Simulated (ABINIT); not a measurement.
# Cd2S (P3m1) in ABINIT: notebook, part 2 of 2

ABINIT 10.8.3 (patched build). The steps go on from the part before.

## (4) Single point, PBE

Input file run.abi:

```
# Pseudopotentials
pp_dirpath "./"
pseudos "Cd.upf, S.upf"

# Structure
acell 3*1.0 Angstrom
rprim
     3.9626700490     0.0000000000     0.0000000000
    -1.9813350245     3.4317729293     0.0000000000
     0.0000000000     0.0000000000     5.8091920000
ntypat 2
znucl 48 16
natom 3
typat 1 1 2
xcart
    -0.0000000004     4.3234073057    10.2391637868
     3.7441805578     2.1617036525     6.3532265994
    -0.0000000004     4.3234073057     4.0146297244

# Plane-wave basis
ecut 46.0

# k points
kptopt 1
ngkpt 6 6 4
nshiftk 1
shiftk 0.0 0.0 0.0

# Exchange and correlation
ixc 11

# Bands and occupations
nband 28
occopt 3
tsmear 0.00183747

# SCF cycle
nstep 100
tolvrs 1.0e-10

# Output
iomode 3
prtwf 0
prtden 0
prteig 0
prtebands 0
enunit 2
prtvol 2
```

Potentials or basis: PseudoDojo NC SR PBE v0.4.1 standard.

Started as:

```console
mpirun --bind-to none -np 4 abinit run.abi > log 2>&1
```

run.abo:

```text
.Version 10.8.3 of ABINIT
 Symmetries : space group P3 m 1 (#156); Bravais hP (primitive hexag.)
================================================================================
 Values of the parameters that define the memory need of the present run
     intxc =       0    ionmov =       0      iscf =       7    lmnmax =       6
     lnmax =       6     mgfft =      72  mpssoang =       3    mqgrid =    3352
     natom =       3  nloc_mem =       1    nspden =       1   nspinor =       1
    nsppol =       1      nsym =       6    n1xccc =    2501    ntypat =       2
    occopt =       3   xclevel =       2
       mpw =        7990          nfft =      165888          nkpt =          24
================================================================================
================================================================================

--------------------------------------------------------------------------------
------------- Echo of variables that govern the present computation ------------
[... 699 lines left out ...]

== END DATASET(S) ==============================================================
================================================================================

 -outvars: echo values of variables after computation  --------
            acell      1.8897261259E+00  1.8897261259E+00  1.8897261259E+00 Bohr
           etotal     -3.6172708771E+02
            fcart      9.5887299594E-29 -1.6608167469E-28  9.7421005365E-04
                      -7.6709839675E-28  1.3286533976E-27 -1.3011099528E-03
                       6.7121109716E-28 -1.1625717229E-27  3.2689989920E-04
            rprim      3.9626700490E+00  0.0000000000E+00  0.0000000000E+00
                      -1.9813350245E+00  3.4317729293E+00  0.0000000000E+00
                       0.0000000000E+00  0.0000000000E+00  5.8091920000E+00
           strten      2.8040653064E-05  2.8040652801E-05  2.7264367783E-05
                       0.0000000000E+00  0.0000000000E+00  0.0000000000E+00
           xangst     -2.1167052989E-10  2.2878486181E+00  5.4183321310E+00
                       1.9813350243E+00  1.1439243083E+00  3.3619827298E+00
                      -2.1167052989E-10  2.2878486181E+00  2.1244505589E+00
             xred      3.3333333307E-01  6.6666666624E-01  9.3271699937E-01
                       6.6666666640E-01  3.3333333291E-01  5.7873499960E-01
                       3.3333333307E-01  6.6666666624E-01  3.6570499975E-01
 Calculation completed.
```

Run time: 80 s. Hardware: 4 MPI ranks of Arm Neoverse V1, shared host; peak memory 0.48 GiB.

What came out:

* Free energy: -9843.0955 eV
* Largest force: 0.067 eV/Å
* Band gap on the k mesh: 0.09 eV, indirect (least direct gap 0.46 eV)
* Valence electrons inside the program's atomic spheres: Cd 17.15; S 3.88

Forces on the atoms (eV/Å):
```
Cd   0.000  0.000  0.050
Cd   0.000  0.000 -0.067
S    0.000  0.000  0.017
```

Caveat: the cutoff is too short for stress, so the log's stress isn't used. A k mesh can miss the band edges.

## (5) Single point, PBE

Input file run.abi:

```
# Pseudopotentials
pp_dirpath "./"
pseudos "Cd.GGA_PBE-JTH.xml, S.GGA_PBE-JTH.xml"

# Structure
acell 3.962670049 3.962670049 5.809192 Angstrom
rprim
     1.0000000000     0.0000000000     0.0000000000
    -0.5000000000     0.8660254038     0.0000000000
     0.0000000000     0.0000000000     1.0000000000
ntypat 2
znucl 48 16
natom 3
typat 1 1 2
xred
     0.3333333333     0.6666666667     0.9327170000
     0.6666666667     0.3333333333     0.5787350000
     0.3333333333     0.6666666667     0.3657050000

# Plane-wave basis
ecut 22.0
pawecutdg 44.0
pawxcdev 0

# k points
kptopt 1
ngkpt 6 6 4
nshiftk 1
shiftk 0.0 0.0 0.0

# Exchange and correlation
ixc 11

# Bands and occupations
nband 19
occopt 3
tsmear 0.05 eV

# SCF cycle
nstep 100
tolvrs 1.0e-9

# Output
iomode 3
prtwf 0
prtden 0
prteig 0
prtebands 0
prtvol 2
```

Potentials or basis: JTH PAW PBE v2.0.

Started as:

```console
abinit run.abi > log 2>&1
```

run.abo:

```text
.Version 10.8.3 of ABINIT
 Symmetries : space group P3 m 1 (#156); Bravais hP (primitive hexag.)
================================================================================
 Values of the parameters that define the memory need of the present run
     intxc =       0    ionmov =       0      iscf =      17    lmnmax =      18
     lnmax =       6     mgfft =      48  mpssoang =       3    mqgrid =    3278
     natom =       3  nloc_mem =       2    nspden =       1   nspinor =       1
    nsppol =       1      nsym =       6    n1xccc =       1    ntypat =       2
    occopt =       3   xclevel =       2
       mpw =        2644          nfft =       49152          nkpt =          24
 PAW method is used; the additional fine FFT grid is defined by:
   mgfftf=        72    nfftf =    165888
================================================================================
================================================================================

--------------------------------------------------------------------------------
------------- Echo of variables that govern the present computation ------------
--------------------------------------------------------------------------------
 -outvars: echo values of preprocessed input variables --------
            acell      7.4883611199E+00  7.4883611199E+00  1.0977781893E+01 Bohr
              amu      1.12411000E+02  3.20660000E+01
             ecut      2.20000000E+01 Hartree
              ixc          11
         kptrlatt        6    0    0      0    6    0      0    0    4
          kptrlen      4.39111276E+01
            natom           3
            nband          19
            ngfft          32      32      48
          ngfftdg          48      48      72
             nkpt          24
            nstep         100
             nsym           6
           ntypat           2
           occopt           3
        pawecutdg      4.40000000E+01 Hartree
         pawxcdev           0
           prtden           0
        prtebands           0
           prteig           0
           prtvol           2
            prtwf           0
            rprim      1.0000000000E+00  0.0000000000E+00  0.0000000000E+00
                      -5.0000000000E-01  8.6602540380E-01  0.0000000000E+00
                       0.0000000000E+00  0.0000000000E+00  1.0000000000E+00
          spgroup         156
           tolvrs      1.00000000E-09
           tsmear      1.83746611E-03 Hartree
            typat      1  1  2
           useylm           1
           xangst     -1.9813346852E-10  2.2878486197E+00  5.4183321347E+00
                       1.9813350243E+00  1.1439243099E+00  3.3619827321E+00
                      -1.9813346852E-10  2.2878486197E+00  2.1244505604E+00
            xcart     -3.7441799188E-10  4.3234073087E+00  1.0239163794E+01
                       3.7441805596E+00  2.1617036545E+00  6.3532266037E+00
                      -3.7441799188E-10  4.3234073087E+00  4.0146297271E+00
             xred      3.3333333330E-01  6.6666666670E-01  9.3271700000E-01
                       6.6666666663E-01  3.3333333337E-01  5.7873500000E-01
                       3.3333333330E-01  6.6666666670E-01  3.6570500000E-01
            znucl       48.00000   16.00000

================================================================================

 chkinp: Checking input parameters for consistency.

================================================================================
== DATASET  1 ==================================================================

--- !DatasetInfo
iteration_state: {dtset: 1, }
dimensions: {natom: 3, nkpt: 24, mband: 19, nsppol: 1, nspinor: 1, nspden: 1, mpw: 2644, }
cutoff_energies: {ecut:  22.0, pawecutdg:  44.0, }
[... 246 lines left out ...]
              =  3.962670049000  3.962670049000  5.809192000000 angstroms
 Fermi (or HOMO) energy (hartree) =   0.15771   Average Vxc (hartree)=  -0.32964
 Eigenvalues (hartree) for nkpt=  24  k points:
 kpt#   1, nband= 19, wtk=  0.00694, kpt=  0.0000  0.0000  0.0000 (reduced coord)
  -0.31585   -0.15922   -0.15922   -0.15572   -0.15572   -0.15284   -0.14595   -0.14543
  -0.14543   -0.13243   -0.13243   -0.01475    0.01388    0.12276    0.12276    0.26664
   0.33400    0.39906    0.39906
      occupation numbers for kpt#   1
   2.00000    2.00000    2.00000    2.00000    2.00000    2.00000    2.00000    2.00000
   2.00000    2.00000    2.00000    2.00000    2.00000    2.00000    2.00000    0.00000
   0.00000    0.00000    0.00000
 kpt#   2, nband= 19, wtk=  0.04167, kpt=  0.1667  0.0000  0.0000 (reduced coord)
  -0.31258   -0.15957   -0.15909   -0.15565   -0.15371   -0.15061   -0.14621   -0.14505
  -0.14286   -0.13524   -0.13216   -0.00602    0.02270    0.09058    0.11425    0.28679
   0.33147    0.34816    0.39146
      occupation numbers for kpt#   2
   2.00000    2.00000    2.00000    2.00000    2.00000    2.00000    2.00000    2.00000
   2.00000    2.00000    2.00000    2.00000    2.00000    2.00000    2.00000    0.00000
   0.00000    0.00000    0.00000
 kpt#   3, nband= 19, wtk=  0.04167, kpt=  0.3333  0.0000  0.0000 (reduced coord)
[... 160 lines left out ...]
  -0.29906   -0.16546   -0.15856   -0.15623   -0.15380   -0.14833   -0.14518   -0.14328
  -0.13779   -0.13486   -0.12598   -0.00041    0.02028    0.07920    0.12991    0.21239
   0.25436    0.29784    0.35869
      occupation numbers for kpt#  23
   2.00000    2.00000    2.00000    2.00000    2.00000    2.00000    2.00000    2.00000
   2.00000    2.00000    2.00000    2.00000    2.00000    2.00000    2.00000    0.00000
   0.00000    0.00000    0.00000
 kpt#  24, nband= 19, wtk=  0.01389, kpt=  0.3333  0.3333  0.5000 (reduced coord)
  -0.29751   -0.16413   -0.15947   -0.15573   -0.15161   -0.15063   -0.14429   -0.14236
  -0.13799   -0.13699   -0.12215    0.00889    0.02652    0.05515    0.13729    0.19046
   0.22471    0.33794    0.35631
      occupation numbers for kpt#  24
   2.00000    2.00000    2.00000    2.00000    2.00000    2.00000    2.00000    2.00000
   2.00000    2.00000    2.00000    2.00000    2.00000    2.00000    1.99997    0.00000
   0.00000    0.00000    0.00000
 Total charge density [el/Bohr^3]
)     Maximum=    7.6303E-01  at reduced coord.    0.3333    0.6667    0.9306
)Next maximum=    7.6205E-01  at reduced coord.    0.6667    0.3333    0.5833
)     Minimum=   -2.2518E-01  at reduced coord.    0.3333    0.6667    0.3611
)Next minimum=   -2.1789E-01  at reduced coord.    0.3333    0.6667    0.3750
   Integrated=    3.0000E+01

--- !EnergyTerms
iteration_state     : {dtset: 1, }
comment             : Components of total free energy in Hartree
kinetic             :  3.00169235543342E+01
hartree             :  2.64385211334012E+01
xc                  : -1.00758525216255E+01
Ewald energy        : -7.67546735544763E+01
psp_core            :  3.08955675539117E+00
local_psp           : -8.21960973940655E+01
PAW spherical_terms :  4.03071312023889E+00
internal            : -1.05450908906802E+02
'-kT*entropy'       : -1.50447886511170E-04
total_energy        : -1.05451059354688E+02
total_energy_eV     : -2.86946950614830E+03
...

--- !EnergyTermsDC
iteration_state     : {dtset: 1, }
comment             : '"Double-counting" decomposition of free energy'
band_energy         : -3.08377551993644E+00
Ewald energy        : -7.67546735544763E+01
psp_core            :  3.08955675539117E+00
xc_dc               : -2.49771249167969E+01
PAW spherical_terms : -3.72489615915200E+00
internal            : -1.05450913394970E+02
'-kT*entropy'       : -1.50447886511170E-04
total_energy_dc     : -1.05451063842857E+02
total_energy_dc_eV  : -2.86946962827758E+03
...

--- !EnergyTermsWithPAWCore
iteration_state     : {dtset: 1, }
comment             : 'Components of total free energy, including PAW core contributions'
Total energy        : -1.15885765089886E+04
Total energy DC     : -1.15885765134768E+04
Total energy (eV)   : -3.15341231427191E+05
Total energy DC (eV): -3.15341231549321E+05
...

 Cartesian components of stress tensor (hartree/bohr^3)
  sigma(1 1)=  6.69077309E-06  sigma(3 2)=  0.00000000E+00
  sigma(2 2)=  6.69077288E-06  sigma(3 1)=  0.00000000E+00
  sigma(3 3)=  6.82133136E-06  sigma(2 1)=  0.00000000E+00

-Cartesian components of stress tensor (GPa)         [Pressure= -1.9813E-01 GPa]
- sigma(1 1)=  1.96849341E-01  sigma(3 2)=  0.00000000E+00
- sigma(2 2)=  1.96849334E-01  sigma(3 1)=  0.00000000E+00
- sigma(3 3)=  2.00690498E-01  sigma(2 1)=  0.00000000E+00

== END DATASET(S) ==============================================================
================================================================================

 -outvars: echo values of variables after computation  --------
            acell      7.4883611199E+00  7.4883611199E+00  1.0977781893E+01 Bohr
           etotal     -1.0545106384E+02
            fcart      9.5887299594E-29 -1.6608167469E-28  8.2925551162E-04
                      -4.7943649797E-29  8.3040837347E-29 -1.1235303907E-03
                      -4.7943649797E-29  8.3040837347E-29  2.9427487912E-04
            rprim      1.0000000000E+00  0.0000000000E+00  0.0000000000E+00
                      -5.0000000000E-01  8.6602540380E-01  0.0000000000E+00
                       0.0000000000E+00  0.0000000000E+00  1.0000000000E+00
           strten      6.6907730924E-06  6.6907728839E-06  6.8213313650E-06
                       0.0000000000E+00  0.0000000000E+00  0.0000000000E+00
           xangst     -1.9813346852E-10  2.2878486197E+00  5.4183321347E+00
                       1.9813350243E+00  1.1439243099E+00  3.3619827321E+00
                      -1.9813346852E-10  2.2878486197E+00  2.1244505604E+00
             xred      3.3333333330E-01  6.6666666670E-01  9.3271700000E-01
                       6.6666666663E-01  3.3333333337E-01  5.7873500000E-01
                       3.3333333330E-01  6.6666666670E-01  3.6570500000E-01
 Calculation completed.
```

Wall time 79 s (1 thread of Intel Xeon Platinum 8259CL at 2.50GHz (Skylake/Cascade Lake), shared host); peak memory 0.17 GiB.

What came out:

| Item | Value |
| --- | --- |
| Free energy | -2869.4696 eV |
| Pressure | -0.2 GPa |
| Largest force | 0.058 eV/Å |
| Band gap on the k mesh | 0.10 eV, indirect (least direct gap 0.46 eV) |
| Valence electrons inside the program's atomic spheres | Cd 10.37, 10.43; S 3.54 |

Forces in eV/Å, atoms in the order of the input:
```
Cd   0.000  0.000  0.043
Cd   0.000  0.000 -0.058
S    0.000  0.000  0.015
```

## (6) Overview

| level | potentials or basis | cell | cutoff (eV) | fine-grid cutoff | gap on the mesh (eV) | pressure (GPa) | largest force (eV/Å) |
| --- | --- | --- | --- | --- | --- | --- | --- |
| PW91 | Ansatz PAW PBE default generated set, frozen core | cell stretched | 381 | 761.919 eV | none | -3.1 | 0.31 |
| LDA | PseudoDojo NC SR LDA v0.4.1 standard | as given | 1252 | - | 0.08 | - | 0.17 |
| PBE | PseudoDojo NC SR PBE v0.4.1 standard | as given | 1252 | - | 0.09 | - | 0.07 |
| PBE | JTH PAW PBE v2.0 | as given | 599 | 1197.3 eV | 0.10 | -0.2 | 0.06 |

Alike in all rows: task single point; no spin polarisation; k mesh 6 × 6 × 4; smearing fermi-dirac 0.05 eV.

Caveats: this build's PW91 may differ from other programs' (some runs); the PAW data sets were made with another functional, which shifts forces and pressure a little (some runs); the atomic spheres overlap (some runs).

Absolute energies hang on the potentials; compare differences alone.
